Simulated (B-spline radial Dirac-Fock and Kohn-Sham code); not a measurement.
**Inner shells of Yb²¹⁺**

Aim: for Yb²¹⁺, compute its X-ray form factor and Compton profile, the binding energy of each subshell and how cheaper methods do for the levels.

Method: a free atom or ion on a radial basis; each step names its model; computed with B-spline radial Dirac-Fock and Kohn-Sham code, version 2.

**1. The system**

Ytterbium as Yb²¹⁺, 1s2 2s2 2p6 3s2 3p6 3d10 4s2 4p6 4d10 4f3.

```
nuclear charge     : 70
electrons          : 49
mass number        : 174
nuclear rms radius : 5.3108 fm
```

**2. Scattering by the electron cloud**

Model: Dirac-Fock average of configuration, finite nucleus; form factor of the spherical density, Waller-Hartree incoherent function, impulse-approximation Compton profiles.

Recorded inputs:

```ini
task = scatter
Z = 70
charge = 21
configuration = 1s2 2s2 2p6 3s2 3p6 3d10 4s2 4p6 4d10 4f3
mass_number = 174
rms_radius = 5.3108  # fm
s = [0.0, 0.05, 0.1, 0.15, 0.2, 0.25, 0.3, 0.35, 0.4, 0.45, 0.5, 0.6, 0.7, 0.8, 0.9, 1.0, 1.1, 1.2, 1.4, 1.6, 1.8, 2.0, 2.5, 3.0, 3.5, 4.0, 5.0, 6.0]  # 1/A
pz = [0, 0.1, 0.2, 0.3, 0.4, 0.5, 0.6, 0.8, 1.0, 1.2, 1.4, 1.6, 1.8, 2.0, 2.5, 3.0, 4.0, 5.0, 7.0, 10.0, 15.0, 20.0, 30.0, 40.0, 60.0, 100.0]  # a.u.
photon_energy = [1000, 2000, 8047.8, 10000, 20000, 50000, 100000, 1000000]  # eV
```

**3. Binding energies**

Model: Dirac-Fock average of configuration, Delta-SCF, finite nucleus, first-order Breit with its frequency dependence, self-energy and vacuum polarisation.

The run's settings:

```ini
task = binding
```

**4. The levels by Dirac LDA**

Model: Dirac-Kohn-Sham LDA (Slater exchange, VWN correlation), finite nucleus, spherical and without spin polarisation.

Recorded inputs:

```ini
task = binding-ladder
method = lda,vwn
relativity = dirac
```

**5. The levels by non-relativistic HF**

Model: non-relativistic Hartree-Fock, average of configuration, point nucleus.

Settings, as recorded:

```ini
task = binding-ladder
method = hf
relativity = nr
```

(Steps that only read results are left out.)

**Question.** What will these runs give? Wanted: rms radius of the electron cloud; form factor halves at; Compton profile at zero; deepest level listed, K; least bound, N6,7; Kα1; Dirac LDA, K: eigenvalue / ΔSCF; non-relativistic HF, 1s: eigenvalue / ΔSCF.

**Answer**, as computed:

| quantity | value |
| --- | --- |
| rms radius of the electron cloud | 0.377 bohr |
| form factor halves at | 0.96 1/Å |
| Compton profile at zero | 3.120 1/a.u. |
| deepest level listed, K (1s) | 61947.0 eV |
| least bound, N6,7 (4f) | 569.3 eV |
| Kα1 | 52380.9 eV |
| ionisation energy, NIST (theoretical) | 580.000 eV |
| Dirac LDA, K: eigenvalue / ΔSCF | 61694.5 / 62224.2 eV |
| non-relativistic HF, 1s: eigenvalue / ΔSCF | 57870.7 / 57809.9 eV |

What this shows: The form factor starts at the 49 electrons and halves by s = 0.96 1/Å. Incoherent scattering outweighs coherent from 1000 keV on, among the energies asked. For K (1s), relaxation takes off 68.8 eV, Breit terms shift it by -190.78 and QED by -99.44 eV. NIST's ionisation energy differs by +10.66 eV from the least binding energy, within its stated uncertainty. Dirac LDA misses the K level by -0.4 % with its eigenvalue and by +0.4 % with ΔSCF. Breit and QED terms, which only the reference holds, shift this level by tenths of a per cent, so the eigenvalue's nearness can be cancellation. Non-relativistic HF misses the 1s level by -6.6 % with its eigenvalue and by -6.7 % with ΔSCF, as relativity is missing. The Hartree-Fock and Dirac-Fock values hold no electron correlation.
